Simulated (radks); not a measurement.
# The Coulomb parameter U of the 5d shell of Hf²⁺

Aim: U as the second difference [E(n + 0.25) + E(n − 0.25) − 2E(n)]/0.25², with all orbitals relaxed. Bare: the atom's charge changes with n. Screened: the 6p shell takes up the change. The start is a model configuration, not necessarily the ground state.

Program: radks (a radial shooting solver on a logarithmic mesh, Libxc functionals) version 1. Level of theory: scalar-relativistic Kohn-Sham, BLYP, spin-unpolarised, spherical densities, finite nucleus. These are calculated values, not measurements, unless marked.

### 1 The system

| Property | Result |
| --- | --- |
| element | hafnium (Z = 72) |
| charge | +2 |
| electrons | 70 |
| configuration | [Xe] 4f14 5d1 6p1 |
| nuclear rms radius | 5.347 fm |

Outer shells as boxes (Hund's rule):

Hf²⁺
```
[Xe] core
4f [↑↓][↑↓][↑↓][↑↓][↑↓][↑↓][↑↓]
5d [↑ ][  ][  ][  ][  ]
6p [↑ ][  ][  ]
```

### 2 Start: [Xe] 4f14 5d1 6p1

Settings of this run:

```text
Z 72
configuration [Xe] 4f14 5d1 6p1
relativity scalar-relativistic
functional b88,lyp
spin unpolarised
nucleus finite rms 5.347 fm
c 137.035999084
```

### 3 Bare +0.25: [Xe] 4f14 5d1.25 6p1

Settings of this run:

```text
Z 72
configuration [Xe] 4f14 5d1.25 6p1
relativity scalar-relativistic
functional b88,lyp
spin unpolarised
nucleus finite rms 5.347 fm
c 137.035999084
```

### 4 Bare -0.25: [Xe] 4f14 5d0.75 6p1

Settings of this run:

```text
Z 72
configuration [Xe] 4f14 5d0.75 6p1
relativity scalar-relativistic
functional b88,lyp
spin unpolarised
nucleus finite rms 5.347 fm
c 137.035999084
```

### 5 Screened +0.25: [Xe] 4f14 5d1.25 6p0.75

Settings of this run:

```text
Z 72
configuration [Xe] 4f14 5d1.25 6p0.75
relativity scalar-relativistic
functional b88,lyp
spin unpolarised
nucleus finite rms 5.347 fm
c 137.035999084
```

### 6 Screened -0.25: [Xe] 4f14 5d0.75 6p1.25

Settings of this run:

```text
Z 72
configuration [Xe] 4f14 5d0.75 6p1.25
relativity scalar-relativistic
functional b88,lyp
spin unpolarised
nucleus finite rms 5.347 fm
c 137.035999084
```

**Question.** What will these runs give?

The runs gave:

```
                  quantity  value (eV)
                   U, bare      10.122
         U, screened by 6p       1.600
F0(5d,5d), frozen orbitals      12.193
```

**Reading.** Relaxing the orbitals brings U down to 83 % of the Slater integral F0. Letting 6p compensate leaves 16 % of the bare value; this second difference measures U(5d,5d) + U(6p,6p) − 2U(5d,6p). A solid screens further than the bare atom, so the bare value is an upper guide for the U of a crystal.
